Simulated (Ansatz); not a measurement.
# PdGe (rocksalt): equation of state and elastic constants

The task here is to estimate one member of a computed series from the others.

Program: Ansatz 0.2.0. Level of theory: DFT PBEsol, scalar-relativistic, plane waves, PAW. These are calculated values, not measurements.

### The starting structure

It takes space group Fm-3m (No. 225, cubic). The conventional cell has a = 5.130 Å, b = 5.130 Å, c = 5.130 Å, α = 90.00°, β = 90.00°, γ = 90.00°. Pd (site symmetry m-3m) has 6 Ge at 2.57 Å as nearest neighbours. Ge (site symmetry m-3m) is surrounded by 6 Pd at 2.57 Å.

As a file:

```cif
data_structure
_symmetry_space_group_name_H-M 'Fm-3m'
_symmetry_Int_Tables_number 225
_cell_length_a 5.1301
_cell_length_b 5.1301
_cell_length_c 5.1301
_cell_angle_alpha 90.000
_cell_angle_beta 90.000
_cell_angle_gamma 90.000
_cell_volume 135.02
loop_
_atom_site_label
_atom_site_type_symbol
_atom_site_symmetry_multiplicity
_atom_site_Wyckoff_symbol
_atom_site_fract_x
_atom_site_fract_y
_atom_site_fract_z
_atom_site_occupancy
Pd1 Pd 4 b 0.50000 0.00000 0.00000 1
Ge1 Ge 4 a 0.00000 0.00000 0.00000 1
```

An earlier run at PBEsol left this cell at 16.877 Å³/atom and 0.00 GPa (10×10×10 mesh).

Volume factors to run: 0.980, 1.020, 0.960, 1.040.

Set-up of the first run:

Input file input.yaml:

```yaml
crystal:
  lattice:
    - [0.0, 2.5478530521, 2.5478530521]
    - [2.5478530521, 0.0, 2.5478530521]
    - [2.5478530521, 2.5478530521, 0.0]
  atoms:
    - { symbol: Pd, position: [0.5, 0.5, 0.5] }
    - { symbol: Ge, position: [0.0, 0.0, 0.0] }
basis:
  ecutwfc: 420
  ecutrho_ratio: 4
kpoints:
  mp_grid: { grid: [10, 10, 10] }
hamiltonian:
  xc: pbesol
scf:
  occupations: { method: gaussian, width: 0.05 }
output:
  forces: true
  stress: true
  eigenvalues: true
```

Steps of the session up to this table: Scaling the volume by 0.980; Volume × 1.020; Volume × 0.960; Volume × 1.040.

One of the session's tables, all rows but one given; the rest of the session is left out.

| volume (Å³/atom) | energy (meV/atom) | pressure (GPa) |
| --- | --- | --- |
| 16.202 | 11.85 | 5.86 |
| 16.540 | ? | ? |
| 16.877 | 0.00 | 0.00 |
| 17.215 | 2.65 | -2.44 |
| 17.552 | 10.15 | -4.60 |

Estimate the missing values for volume (Å³/atom) = 16.540.

Worked estimate for «energy (meV/atom)». A straight line through the neighbours (16.202, 11.85) and (16.877, 0.00) gives 11.85 + (0.00 − 11.85) × (16.540 − 16.202) / (16.877 − 16.202) = 5.92; a parabola fitted to 3 rows on both sides gives 3.06.

**Answer.** energy (meV/atom): 2.84; pressure (GPa): 2.75. In «energy (meV/atom)» the line misses by +3.08 and the parabola by +0.22.

volume (Å³/atom), energy (meV/atom) and a bar:
```
    16.20       11.8 ##############################
    16.54        2.8 #######
    16.88        0.0 
    17.21        2.6 #######
    17.55       10.1 ##########################
```
